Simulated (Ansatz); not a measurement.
# CH₅Sb: taking an electron away

The task here is to estimate one member of a computed series from the others.

Program: Ansatz 0.2.0, Gaussian basis. Level of theory: unrestricted cation, the program's frozen cores in correlated methods. These are calculated values, not measurements.

The runs, in order: UKS PBE-D4/def2-TZVPP; UKS r2SCAN-D4/def2-TZVPP; UKS PBE0-D4/def2-TZVPP; UKS B3LYP-D4/def2-TZVPP; UKS wB97X-V/def2-TZVPP; UKS wB97M-V/def2-TZVPP; UKS B2PLYP/def2-TZVPP; UHF-CCSD(T)/def2-TZVPP; UHF-MP2/def2-QZVPP; extrapolation to the limit; then −ε(HOMO) from the neutral's earlier runs with LDA (SPW92), PBE-D4, revPBE-D4, BLYP-D4, r2SCAN-D4, B97M-V, PBE0-D4, B3LYP-D4, r2SCANh-D4, r2SCAN0-D4, HSE06-D4, BHLYP-D4, CAM-B3LYP-D4, LC-ωPBE, ωB97X-V, ωB97M-V.

## Structure used throughout

All runs share one geometry, relaxed beforehand with PBE0-D4 in a triple-zeta def2 set. Sb takes the def2 core potential; no spin-orbit term is included.

SMILES `[CH3][SbH2]`, 7 atoms, charge 0, spin multiplicity 1.

Atoms are counted from 1 here; the program's logs count them from 0.

Bond lengths: C1–Sb2 2.162 Å, C1–H3 1.090 Å, C1–H4 1.090 Å, C1–H5 1.088 Å, Sb2–H6 1.711 Å, Sb2–H7 1.711 Å. Angles: Sb2–C1–H3 108.7°, Sb2–C1–H4 108.7°, Sb2–C1–H5 111.0°, H3–C1–H4 108.9°, H3–C1–H5 109.8°, H4–C1–H5 109.7°, C1–Sb2–H6 94.2°, C1–Sb2–H7 94.2°, H6–Sb2–H7 91.2°.

The first run:

Input file in.yaml:

```yaml
crystal:
  periodic: [false, false, false]
  atoms:
    - {symbol: C, position_ang: [-0.610520, -0.478692, -0.404760]}
    - {symbol: Sb, position_ang: [0.668275, 0.179765, 1.208918]}
    - {symbol: H, position_ang: [-0.439312, -1.541508, -0.574806]}
    - {symbol: H, position_ang: [-1.649247, -0.331800, -0.109302]}
    - {symbol: H, position_ang: [-0.405820, 0.077218, -1.317107]}
    - {symbol: H, position_ang: [0.411602, 1.843088, 0.900250]}
    - {symbol: H, position_ang: [2.086122, 0.183828, 0.251108]}
basis:
  gaussian: {orbitals: def2-TZVPP}
total_charge: 1
magnetization: {spin_polarized: true, initial_magnetization: 1}
hamiltonian: {xc: pbe, dispersion: d4}
```

Steps of the session up to this table: Cation, UKS PBE-D4/def2-TZVPP; Cation, UKS r2SCAN-D4/def2-TZVPP; Cation, UKS PBE0-D4/def2-TZVPP; Cation, UKS B3LYP-D4/def2-TZVPP; Cation, UKS wB97X-V/def2-TZVPP; Cation, UKS wB97M-V/def2-TZVPP; Cation, UKS B2PLYP (frozen core)/def2-TZVPP; Cation, UHF-CCSD(T)/def2-TZVPP; Cation, UHF-MP2/def2-QZVPP.

One of the session's tables, all rows but one given; the rest of the session is left out.

It belongs to the step «Ionisation energies side by side». For comparison, −ε(HOMO) of the neutral from earlier runs:

```
  functional  −ε(HOMO) (eV)
 LDA (SPW92)           6.16
      PBE-D4           6.03
   revPBE-D4           5.99
     BLYP-D4           5.93
   r2SCAN-D4           6.27
      B97M-V           6.24
     PBE0-D4           7.04
    B3LYP-D4           6.88
  r2SCANh-D4           6.64
  r2SCAN0-D4           7.20
    HSE06-D4           6.65
    BHLYP-D4           7.95
CAM-B3LYP-D4           8.30
     LC-ωPBE           9.54
     ωB97X-V              ?
     ωB97M-V           9.13
```

Q: Estimate the row for ωB97X-V from the others.

The run gave: −ε(HOMO) (eV): 9.23. In the column «−ε(HOMO) (eV)» it lies between ωB97M-V (9.13) and LC-ωPBE (9.54).
